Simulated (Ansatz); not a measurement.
CsRb2AlCl6, space group Fm-3m, a single point

Program: Ansatz 0.2.0, Python API.

Typed at the interpreter:
```pycon
>>> import ansatz as az
>>> from ase import Atoms
>>> import numpy as np
>>> FUNCTIONAL = 'pbesol'
>>> SMEARING = 'fermi_dirac'
>>> SIGMA = 0.01
>>> atoms = Atoms(
...     ['Cs', 'Rb', 'Rb', 'Al', 'Cl', 'Cl', 'Cl', 'Cl', 'Cl', 'Cl'],
...     scaled_positions=[
...         (0.5, 0.5, 0.5),
...         (0.75, 0.75, 0.75),
...         (0.25, 0.25, 0.25),
...         (0.0, 0.0, 0.0),
...         (0.78983, 0.21017, 0.21017),
...         (0.21017, 0.21017, 0.78983),
...         (0.21017, 0.78983, 0.78983),
...         (0.21017, 0.78983, 0.21017),
...         (0.78983, 0.21017, 0.78983),
...         (0.78983, 0.78983, 0.21017),
...     ],
...     cell=[
...         (0.0, 5.58157, 5.58157),
...         (5.58157, 0.0, 5.58157),
...         (5.58157, 5.58157, 0.0),
...     ],
...     pbc=True,
... )
>>> structure = az.Crystal.from_ase(atoms)
>>> structure.resolved().tree()['lattice']
((0.0, 5.58157, 5.58157), (5.58157, 0.0, 5.58157), (5.58157, 5.58157, 0.0))
>>> # settings of the run
>>> setup = (
...     structure.calculation()
...     .functional(FUNCTIONAL)
...     .kpoints(3)  # finer meshes matter most for metals
...     .occupations(SMEARING, width=SIGMA)
...     .compute(density_of_states={'energy_step': 0.1, 'method': 'smearing', 'broadening_width': 0.15, 'projected': True}, band_table=True)
... )
>>> session = setup.session()
DeckWarning: basis.ecutwfc = 420 eV, auto-derived from the records' recommended cutoffs: set by Cs (normal level)
>>> planned = session.plan(threads=1)
>>> done = planned.execute()

>>> rep = done.report
>>> sorted(key for key in rep if key.endswith('_ev'))
['band_edges_ev', 'eigenvalues_ev', 'energy_sigma0_ev', 'entropy_ts_ev', 'fermi_energy_ev', 'free_energy_ev', 'gap_by_band_count_ev', 'harris_foulkes_ev', 'internal_energy_ev', 'lagrangian_above_aufbau_ev', 'lagrangian_ev', 'lagrangian_sigma0_ev', 'loop_eigenvalues_ev', 'loop_fermi_energy_ev', 'occupations_fermi_energy_ev', 'residual_norms_ev']
>>> rep['mixing_algorithm'], rep['preconditioner'], rep['eigensolver']
('MSR1', 'Resta', 'band_cg')
>>> print(f'free energy      {rep["free_energy_ev"]:.5f} eV')
free energy      -18926.82950 eV
>>> print(f'per atom         {rep["free_energy_ev"] / len(done.lattice.sites):.5f} eV')
per atom         -1892.68295 eV
>>> print(f'SCF iterations   {rep["n_iterations"]}  (converged: {rep["converged"]})')
SCF iterations   6  (converged: True)
>>> dos = done.density_of_states()
>>> energy = np.asarray(dos.energies_ev) - dos.fermi_ev
>>> projected = done.projected_density_of_states()
>>> # electrons in each projected shell, from the curves below the Fermi level
>>> step = energy[1] - energy[0]
>>> for index, site in enumerate(projected.sites):
...     for shell in site.shells:
...         curve = sum(np.sum(part.g_bin_mean_per_ev, axis=0) for part in shell.curves)
...         print(f'site {index} {site.species:2s} {shell.label:3s} filled {curve[energy <= 0].sum() * step:7.3f}  at E_F {np.interp(0, energy, curve):7.3f} /eV')
...
site 0 Cs 5S  filled   1.978  at E_F   0.000 /eV
site 0 Cs 6S  filled   0.234  at E_F   0.000 /eV
site 0 Cs 5P  filled   5.960  at E_F   0.000 /eV
site 1 Rb 4S  filled   1.990  at E_F   0.000 /eV
site 1 Rb 5S  filled   0.205  at E_F   0.000 /eV
site 1 Rb 4P  filled   5.987  at E_F   0.000 /eV
site 2 Rb 4S  filled   1.990  at E_F   0.000 /eV
site 2 Rb 5S  filled   0.205  at E_F   0.000 /eV
site 2 Rb 4P  filled   5.987  at E_F   0.000 /eV
site 3 Al 3S  filled   0.721  at E_F   0.000 /eV
site 3 Al 3P  filled   1.533  at E_F   0.000 /eV
site 4 Cl 3S  filled   1.860  at E_F   0.000 /eV
site 4 Cl 3P  filled   5.613  at E_F   0.000 /eV
site 5 Cl 3S  filled   1.860  at E_F   0.000 /eV
site 5 Cl 3P  filled   5.613  at E_F   0.000 /eV
site 6 Cl 3S  filled   1.860  at E_F   0.000 /eV
site 6 Cl 3P  filled   5.613  at E_F   0.000 /eV
site 7 Cl 3S  filled   1.860  at E_F   0.000 /eV
site 7 Cl 3P  filled   5.613  at E_F   0.000 /eV
site 8 Cl 3S  filled   1.860  at E_F   0.000 /eV
site 8 Cl 3P  filled   5.613  at E_F   0.000 /eV
site 9 Cl 3S  filled   1.860  at E_F   0.000 /eV
site 9 Cl 3P  filled   5.613  at E_F   0.000 /eV
>>> print(setup.to_python())
(
    az.Lattice.of(((0.0, 5.58157, 5.58157), (5.58157, 0.0, 5.58157), (5.58157, 5.58157, 0.0)))
    .atom("Cs", (0.5, 0.5, 0.5))
    .atom("Rb", (0.75, 0.75, 0.75))
    .atom("Rb", (0.25, 0.25, 0.25))
    .atom("Al", (0.0, 0.0, 0.0))
    .atom("Cl", (0.78983, 0.21016999999999997, 0.21016999999999997))
    .atom("Cl", (0.21016999999999997, 0.21016999999999997, 0.78983))
    .atom("Cl", (0.21017000000000002, 0.78983, 0.78983))
    .atom("Cl", (0.21016999999999997, 0.78983, 0.21016999999999997))
    .atom("Cl", (0.78983, 0.21017000000000002, 0.78983))
    .atom("Cl", (0.78983, 0.78983, 0.21017000000000002))
    .calculation()
    .kpoints(3, 3, 3)
    .functional("pbesol")
    .occupations(method="fermi_dirac", width=0.01)
    .density_of_states(energy_step=0.1, method="smearing", broadening_width=0.15, projected=True)
    .band_table(publish=True)
)
>>> gap = None if 'band_edges_ev' not in rep else rep['band_edges_ev'][1] - rep['band_edges_ev'][0]
>>> print('gap on the k mesh:', 'withheld (metal, or smearing too wide to tell)' if gap is None else f'{gap:.3f} eV')
gap on the k mesh: 4.226 eV
>>> print('lowest empty less highest filled band, by band count:', round(rep['gap_by_band_count_ev'], 3), 'eV')
lowest empty less highest filled band, by band count: 4.226 eV
```

Notes:
- Absolute energies stand on the zero of these potentials, so only differences at equal settings mean something.
- Along an axis with an odd division the mesh misses the point at one half; a gap read on a finite mesh is an upper bound on this functional's gap.
- Semilocal gaps usually lie well under measured ones.
- Projections exist only for the shells that the potentials hold, some of them semicore, and samples at single energies can miss narrow peaks.
- The empty d shell of the heavier alkali and alkaline-earth atoms, which makes much of a conduction band, may have no channel.
- In a crystal with a gap the Fermi level's place inside it depends on smearing and mesh.
- The crystal has a gap of about 4.23 eV on the mesh; any density of states at or just above the Fermi level is the tail of the broadening.
- The structure comes from a database of computed cells and needn't be a stable or known phase.
- Levels are Kohn-Sham eigenvalues on this mesh, without spin-orbit coupling.
- Warnings are shown shortened and without file and line.
- The computed bands are complete only to about 4.9 eV above the Fermi level; beyond that the density of states is undercounted.
- Run time: 4.2 s on 1 thread of Intel(R) Xeon(R) Platinum 8488C (Sapphire Rapids), with other jobs on the host, peak memory 0.59 GiB.

(Lines on the test bed's own set-up are left out of the output.)
